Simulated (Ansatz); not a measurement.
**FH₆NOSi₂: small, medium and large basis sets**

One table from this session's results is given with a row withheld; the runs are named, their logs left out.

Computed with Ansatz 0.2.0, Gaussian basis. Level: one geometry, several basis sets.

The runs, in order: PBE0-D4/def2-SVP; ωB97M-V/def2-SVP; PBE0-D4/def2-QZVPP; ωB97M-V/def2-QZVPP; the functionals' def2-TZVPP values are taken from earlier runs.

### The geometry

An earlier PBE0-D4 in a triple-zeta def2 set relaxation fixed the geometry.

SMILES `N[SiH](F)[SiH2]O`, 11 atoms, charge 0, spin multiplicity 1.

Atoms are counted from 1 here; the program's logs count them from 0.

Bond lengths: N1–Si2 1.709 Å, N1–H6 1.008 Å, N1–H7 1.008 Å, Si2–F3 1.610 Å, Si2–Si4 2.345 Å, Si2–H8 1.485 Å, Si4–O5 1.656 Å, Si4–H9 1.484 Å, Si4–H10 1.494 Å, O5–H11 0.959 Å. Angles: Si2–N1–H6 121.1°, Si2–N1–H7 121.0°, H6–N1–H7 111.0°, N1–Si2–F3 114.2°, N1–Si2–Si4 106.2°, N1–Si2–H8 105.7°, F3–Si2–Si4 109.4°, F3–Si2–H8 106.1°, Si4–Si2–H8 115.4°, Si2–Si4–O5 108.6°, Si2–Si4–H9 113.4°, Si2–Si4–H10 108.8°, O5–Si4–H9 106.6°, O5–Si4–H10 111.4°, H9–Si4–H10 108.1°, Si4–O5–H11 115.9°.

The first run:

in.yaml

```yaml
crystal:
  periodic: [false, false, false]
  atoms:
    - {symbol: N, position_ang: [0.050884, 1.111529, 1.380966]}
    - {symbol: Si, position_ang: [0.992932, 0.429334, 0.128285]}
    - {symbol: F, position_ang: [2.357022, -0.264669, 0.629513]}
    - {symbol: Si, position_ang: [-0.362545, -1.179554, -0.908687]}
    - {symbol: O, position_ang: [-1.754061, -0.444551, -1.423251]}
    - {symbol: H, position_ang: [-0.397444, 0.529808, 2.071063]}
    - {symbol: H, position_ang: [0.272388, 2.018306, 1.761292]}
    - {symbol: H, position_ang: [1.402340, 1.567107, -0.733435]}
    - {symbol: H, position_ang: [0.261338, -1.791893, -2.107386]}
    - {symbol: H, position_ang: [-0.652166, -2.270142, 0.070727]}
    - {symbol: H, position_ang: [-2.105388, 0.237823, -0.848488]}
basis:
  gaussian: {orbitals: def2-SVP}
hamiltonian: {xc: pbe0, dispersion: d4}
output: {orbitals: {seedname: orbitals}}
```

Steps of the session up to this table: PBE0-D4 in def2-SVP; ωB97M-V in def2-SVP; PBE0-D4 in def2-QZVPP; ωB97M-V in def2-QZVPP.

One of the session's tables, all rows but one given; the rest of the session is left out.

It belongs to the step «Density functionals: the series». 

```
functional       basis  HOMO (eV)  LUMO (eV)
   PBE0-D4    def2-SVP          ?          ?
   PBE0-D4  def2-TZVPP      -7.75      -0.42
   PBE0-D4  def2-QZVPP      -7.79      -0.55
   ωB97M-V    def2-SVP      -9.69       1.88
   ωB97M-V  def2-TZVPP      -9.86       1.28
   ωB97M-V  def2-QZVPP      -9.90       1.01
```

**Question.** Estimate the row for PBE0-D4, def2-SVP.

**Answer.** HOMO (eV): -7.61; LUMO (eV): 0.01. In the column «HOMO (eV)» it is the highest.
